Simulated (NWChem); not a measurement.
# BH2O (SMILES [BH]O): UPBE/jun-cc-pV(D+d)Z

What is the electronic atomisation energy of BH2O at UPBE/jun-cc-pV(D+d)Z? 

The calculation is run with NWChem 7.3.0.

### 1 Starting point

BH2O has 4 atoms, charge 0, and is taken as a doublet. As SMILES, `[BH]O`. The shape is that of a PBE0-D4/def2-TZVP optimisation.

Bond lengths: B1–O2 1.333 Å, B1–H3 1.201 Å, O2–H4 0.961 Å. Angles: B1–O2–H4 114.6°, O2–B1–H3 121.0°.

### 2 A single-point energy at UPBE/jun-cc-pV(D+d)Z (run 1)

Input file bh2o.nw:

```
echo
start bh2o
memory stack 880 mb heap 220 mb global 1100 mb

geometry noautosym nocenter noautoz
 B       -0.006100      -0.485500       0.388300
 O        0.119700       0.544500      -0.448600
 H       -1.064200      -1.032400       0.540300
 H        1.006100       0.913200      -0.500300
end

basis spherical bse
 * library "jun-cc-pV(D+d)Z"
end

dft
 xc xpbe96 cpbe96
 mult 2
 grid fine
 convergence energy 1e-08
 iterations 100
 mulliken
 print low
end

task dft
```

On the command line:

```bash
$ nwchem bh2o.nw > bh2o.out
```

Output:

```text
[...]
 d= 0,ls=0.0,diis     1   -101.0601822356 -1.27D+02  1.55D-02  1.09D-01     0.5
[...]
 d= 0,ls=0.0,diis    10   -101.1181409836 -1.52D-09  6.41D-07  1.28D-09     3.8
[...]
         Total DFT energy =     -101.118140983587
      One electron energy =     -188.509098420701
           Coulomb energy =       74.670298382949
    Exchange-Corr. energy =      -13.221039255912
 Nuclear repulsion energy =       25.941698310077
[...]
      Total Density - Mulliken Population Analysis
     ---------------------------------------------
    Atom       Charge   Shell Charges
 -----------   ------   -------------------------------------------------------
    1 B    5     5.15   2.02  0.62  0.54  0.05  1.41  0.37  0.01  0.12
    2 O    8     8.11   2.01  0.85  0.77  0.08  2.89  1.40  0.11  0.01
    3 H    1     1.00   0.73  0.25  0.01
    4 H    1     0.74   0.69 -0.03  0.08
[...]
      <S2> =      0.7520 (Exact =     0.7500)
[...]
```

Run time: 4.8 s. Hardware: 1 thread of AMD EPYC 7R13 (Zen 3), shared host; peak memory 0.11 GiB.

### 3 The B atom at the same level (run 2)

Input file b.nw:

```
start b
memory total 2200 mb
charge 0
geometry noautosym nocenter noautoz
  B      0.000000     0.000000     0.000000
end
basis spherical bse
  * library "jun-cc-pV(D+d)Z"
end
dft
  xc xpbe96 cpbe96
  mult 2
  grid fine
  convergence energy 1e-08
  maxiter 100
  mulliken
  noprint "final vectors analysis"
end
task dft energy
```

On the command line:

```bash
$ nwchem b.nw > b.out
```

Output:

```text
[...]
          Wavefunction type:  spin polarized.
          No. of atoms     :     1
          No. of electrons :     5
[...]
          Charge           :     0
          Spin multiplicity:     2
[...]
          AO basis - number of functions:    18
[...]
              XC Information
              --------------
          PerdewBurkeErnzerhof Exchange Functional  1.000
            Perdew 1991 LDA Correlation Functional  1.000 local
           PerdewBurkeErnz. Correlation Functional  1.000 non-local
[...]
 d= 0,ls=0.0,diis     1    -24.5615106350 -2.46D+01  3.23D-02  3.13D-02     0.1
[...]
 d= 0,ls=0.0,diis     6    -24.6079976936 -4.26D-09  2.09D-07  3.95D-12     0.3
[...]
         Total DFT energy =      -24.607997693624
      One electron energy =      -32.368959697490
           Coulomb energy =       11.596971702780
    Exchange-Corr. energy =       -3.836009698914
 Nuclear repulsion energy =        0.000000000000
[...]
      Total Density - Mulliken Population Analysis
     ---------------------------------------------
    Atom       Charge   Shell Charges
 -----------   ------   -------------------------------------------------------
    1 B    5     5.00   2.01  0.93  1.03  0.02  0.61  0.37  0.03  0.00
     --------------------------------------------
      Spin Density - Mulliken Population Analysis
     --------------------------------------------
    Atom       Charge   Shell Charges
 -----------   ------   -------------------------------------------------------
    1 B    5     1.00   0.00  0.01 -0.01 -0.01  0.61  0.37  0.03 -0.00
[...]
      <S2> =      0.7526 (Exact =     0.7500)
[...]
```

Wall time 1.2 s (1 thread of AMD EPYC 7R13 (Zen 3), shared host); peak memory 0.11 GiB.

Run 3 isn't shown in full; the table further down has it.

### 4 The O atom at the same level (run 4)

Input file o.nw:

```
echo
start o
memory stack 880 mb heap 220 mb global 1100 mb

geometry units angstrom noautosym nocenter noautoz
  O        0.000000       0.000000       0.000000
end

basis "ao basis" spherical bse
  * library "jun-cc-pV(D+d)Z"
end

dft
  xc xpbe96 cpbe96
  mult 3
  grid fine
  convergence energy 1e-08
  maxiter 100
  mulliken
  noprint "final vectors analysis"
end

task dft energy
```

Run the same way, it converges to -74.99105 Eh (log not shown).

### 5 The series

```csv
run,partner,energy (Eh),⟨S²⟩,wall time
1,base,-101.118141,0.752,4.8 s
2,atoms,-24.607998,0.753,1.2 s
3,atoms,-0.498628,0.750,1 s
4,atoms,-74.991054,2.003,1.3 s
```

### 6 Outcome

At UPBE/jun-cc-pV(D+d)Z:

| quantity | value |
| --- | --- |
| O atom: total energy | -74.99105 Eh |
| O atom: ⟨S²⟩ | 2.003 |
| electronic atomisation energy | 14.200 eV |

What this shows: Taking the molecule apart into free atoms costs 14.20 eV (1370 kJ/mol), before zero-point energy and without spin-orbit coupling. All runs together took 8.3 s, the longest 4.8 s.
